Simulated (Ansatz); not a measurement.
# C2H6FGeN: a ladder of functionals and wavefunction methods

An exercise on one series of results from a longer session: the logs are not shown, and one member is left open.

The runs use Ansatz 0.2.0, Gaussian basis; functionals in def2-TZVPP, the program's frozen cores in correlated methods.

The runs, in order: LDA (SPW92), PBE-D4, revPBE-D4, BLYP-D4, r2SCAN-D4, B97M-V, PBE0-D4, B3LYP-D4, r2SCANh-D4, r2SCAN0-D4, HSE06-D4, BHLYP-D4, CAM-B3LYP-D4, LC-ωPBE, ωB97X-V, ωB97M-V, B2PLYP, PBE-QIDH; CCSD(T)/def2-SVP; CCSD(T)/def2-TZVPP; MP2/def2-QZVPP; extrapolation to the limit; RPA on PBE.

**The relaxed structure**

The geometry comes from an earlier relaxation with PBE0-D4 in a triple-zeta def2 set; it is a stationary point, not always the lowest conformer.

SMILES `C[N](C)[Ge][F]`, 11 atoms, charge 0, spin multiplicity 1.

Atoms are counted from 1 here; the program's logs count them from 0.

Bond lengths: C1–N2 1.442 Å, C1–H6 1.098 Å, C1–H7 1.089 Å, C1–H8 1.098 Å, N2–C3 1.442 Å, N2–Ge4 1.821 Å, C3–H9 1.098 Å, C3–H10 1.094 Å, C3–H11 1.098 Å, Ge4–F5 1.773 Å. Angles: N2–C1–H6 110.9°, N2–C1–H7 110.1°, N2–C1–H8 110.9°, H6–C1–H7 108.7°, H6–C1–H8 107.5°, H7–C1–H8 108.7°, C1–N2–C3 114.1°, C1–N2–Ge4 126.7°, C3–N2–Ge4 119.2°, N2–C3–H9 111.4°, N2–C3–H10 110.5°, N2–C3–H11 111.4°, H9–C3–H10 107.9°, H9–C3–H11 107.6°, H10–C3–H11 107.9°, N2–Ge4–F5 96.6°.

The first run:

File in.yaml:

```yaml
crystal:
  periodic: [false, false, false]
  atoms:
    - {symbol: C, position_ang: [-0.930645, 0.657870, -0.224342]}
    - {symbol: N, position_ang: [0.338068, 0.056680, 0.103781]}
    - {symbol: C, position_ang: [0.352355, -1.381550, 0.004556]}
    - {symbol: Ge, position_ang: [1.856363, 0.926195, 0.609712]}
    - {symbol: F, position_ang: [1.189081, 2.566902, 0.531464]}
    - {symbol: H, position_ang: [-1.224300, 0.414897, -1.253759]}
    - {symbol: H, position_ang: [-0.867980, 1.740558, -0.124945]}
    - {symbol: H, position_ang: [-1.722093, 0.287975, 0.440263]}
    - {symbol: H, position_ang: [0.115389, -1.715329, -1.013778]}
    - {symbol: H, position_ang: [1.340150, -1.774033, 0.265400]}
    - {symbol: H, position_ang: [-0.380890, -1.837066, 0.682349]}
basis:
  gaussian: {orbitals: def2-TZVPP}
hamiltonian: {xc: lda}
output: {orbitals: {seedname: orbitals}}
```

Steps of the session up to this table: LDA; PBE-D4 (GGA); revPBE-D4 (GGA); BLYP-D4 (GGA); r2SCAN-D4 (meta-GGA); B97M-V (meta-GGA); PBE0-D4 (hybrid); B3LYP-D4 (hybrid); r2SCANh-D4 (hybrid); r2SCAN0-D4 (hybrid); HSE06-D4 (hybrid); BHLYP-D4 (hybrid); CAM-B3LYP-D4 (range-separated); LC-ωPBE-D4 (range-separated; the results give it without D4); ωB97X-V (range-separated); ωB97M-V (range-separated); B2PLYP (double hybrid); PBE-QIDH (double hybrid).

One of the session's tables, all rows but one given; the rest of the session is left out.

It belongs to the step «Frontier levels by functional». 

```
  functional  HOMO (eV)  LUMO (eV)  gap (eV)
 LDA (SPW92)      -5.92      -2.37      3.56
      PBE-D4      -5.77      -2.16      3.61
   revPBE-D4      -5.71      -2.08      3.63
     BLYP-D4      -5.65      -2.07      3.57
   r2SCAN-D4      -6.03      -2.12      3.91
      B97M-V      -6.06      -2.07      3.98
     PBE0-D4          ?          ?         ?
    B3LYP-D4      -6.77      -1.66      5.11
  r2SCANh-D4      -6.48      -1.84      4.64
  r2SCAN0-D4      -7.16      -1.42      5.75
    HSE06-D4      -6.59      -1.81      4.78
    BHLYP-D4      -8.12      -0.64      7.48
CAM-B3LYP-D4      -8.30      -0.43      7.87
     LC-ωPBE      -9.62       0.68     10.30
     ωB97X-V      -9.30       0.58      9.88
     ωB97M-V      -9.20       0.47      9.67
```

**Question.** Estimate the row for PBE0-D4.

The run gave: HOMO (eV): -6.98; LUMO (eV): -1.44; gap (eV): 5.55. In the column «HOMO (eV)» it lies between r2SCAN0-D4 (-7.16) and B3LYP-D4 (-6.77).
